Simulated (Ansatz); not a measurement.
# F₂H₃OSi₂ radical: one species, many methods

An exercise on one series of results from a longer session: the logs are not shown, and one member is left open.

Method: functionals in def2-TZVPP, the program's frozen cores in correlated methods; program: Ansatz 0.2.0, Gaussian basis.

Levels to be run: LDA (SPW92), PBE-D4, revPBE-D4, BLYP-D4, r2SCAN-D4, B97M-V, PBE0-D4, B3LYP-D4, r2SCANh-D4, r2SCAN0-D4, HSE06-D4, BHLYP-D4, CAM-B3LYP-D4, LC-ωPBE, ωB97X-V, ωB97M-V, B2PLYP, PBE-QIDH; CCSD(T)/def2-SVP; CCSD(T)/def2-TZVPP; MP2/def2-QZVPP; extrapolation to the limit; RPA on PBE.

## The relaxed structure

An earlier PBE0-D4 in a triple-zeta def2 set relaxation fixed the geometry.

SMILES `F[Si](F)O[SiH3]`, 8 atoms, charge 0, spin multiplicity 2.

Atoms are counted from 1 here; the program's logs count them from 0.

Bond lengths: F1–Si2 1.590 Å, Si2–F3 1.587 Å, Si2–O4 1.607 Å, O4–Si5 1.647 Å, Si5–H6 1.484 Å, Si5–H7 1.481 Å, Si5–H8 1.482 Å. Angles: F1–Si2–F3 106.7°, F1–Si2–O4 109.7°, F3–Si2–O4 108.2°, Si2–O4–Si5 151.8°, O4–Si5–H6 109.4°, O4–Si5–H7 107.7°, O4–Si5–H8 109.3°, H6–Si5–H7 110.1°, H6–Si5–H8 109.9°, H7–Si5–H8 110.4°.

Set-up of the first run:

Contents of in.yaml:

```yaml
crystal:
  periodic: [false, false, false]
  atoms:
    - {symbol: F, position_ang: [0.240733, -2.108256, 1.523078]}
    - {symbol: Si, position_ang: [-0.441253, -1.746810, 0.133022]}
    - {symbol: F, position_ang: [0.105559, -2.791808, -0.928441]}
    - {symbol: O, position_ang: [0.015176, -0.276688, -0.329330]}
    - {symbol: Si, position_ang: [0.037403, 1.359910, -0.148374]}
    - {symbol: H, position_ang: [-1.326871, 1.837794, 0.186579]}
    - {symbol: H, position_ang: [0.483253, 1.949098, -1.431453]}
    - {symbol: H, position_ang: [0.978100, 1.719860, 0.939217]}
basis:
  gaussian: {orbitals: def2-TZVPP}
magnetization: {spin_polarized: true, initial_magnetization: 1}
hamiltonian: {xc: lda}
output: {orbitals: {seedname: orbitals}}
```

Launch:

```
$ ansatz run in.yaml --threads 4 --pin off --events-out ev --progress --plain --max-ram 10444MiB
```

Steps of the session up to this table: LDA; PBE-D4 (GGA); revPBE-D4 (GGA); BLYP-D4 (GGA); r2SCAN-D4 (meta-GGA); B97M-V (meta-GGA); B3LYP-D4 (hybrid); r2SCANh-D4 (hybrid); r2SCAN0-D4 (hybrid); HSE06-D4 (hybrid); BHLYP-D4 (hybrid); CAM-B3LYP-D4 (range-separated); LC-ωPBE (range-separated); ωB97X-V (range-separated); ωB97M-V (range-separated); B2PLYP (double hybrid); PBE-QIDH (double hybrid).

One table of the session follows, with a row left open; its other results are not shown here.

It belongs to the step «Frontier levels by functional». 

```
  functional  HOMO (eV)  LUMO (eV)  gap (eV)
 LDA (SPW92)      -5.80      -4.27      1.52
      PBE-D4      -5.79      -3.76      2.03
   revPBE-D4      -5.76      -3.55      2.20
     BLYP-D4      -5.61      -3.84      1.77
   r2SCAN-D4      -6.20      -3.21      2.99
      B97M-V      -5.85      -4.16      1.69
     PBE0-D4      -7.14      -2.78      4.36
    B3LYP-D4      -6.84      -3.25      3.60
  r2SCANh-D4      -6.69      -2.91      3.78
  r2SCAN0-D4      -7.43      -2.48      4.95
    HSE06-D4          ?          ?         ?
    BHLYP-D4      -8.33      -2.02      6.31
CAM-B3LYP-D4      -8.46      -1.97      6.49
     LC-ωPBE      -9.91      -0.36      9.55
     ωB97X-V      -9.37      -1.04      8.33
     ωB97M-V      -8.96      -1.23      7.73
```

**Question.** Estimate the row for HSE06-D4.

**Answer.** HOMO (eV): -6.73; LUMO (eV): -3.16; gap (eV): 3.57. In the column «HOMO (eV)» it lies between B3LYP-D4 (-6.84) and r2SCANh-D4 (-6.69).
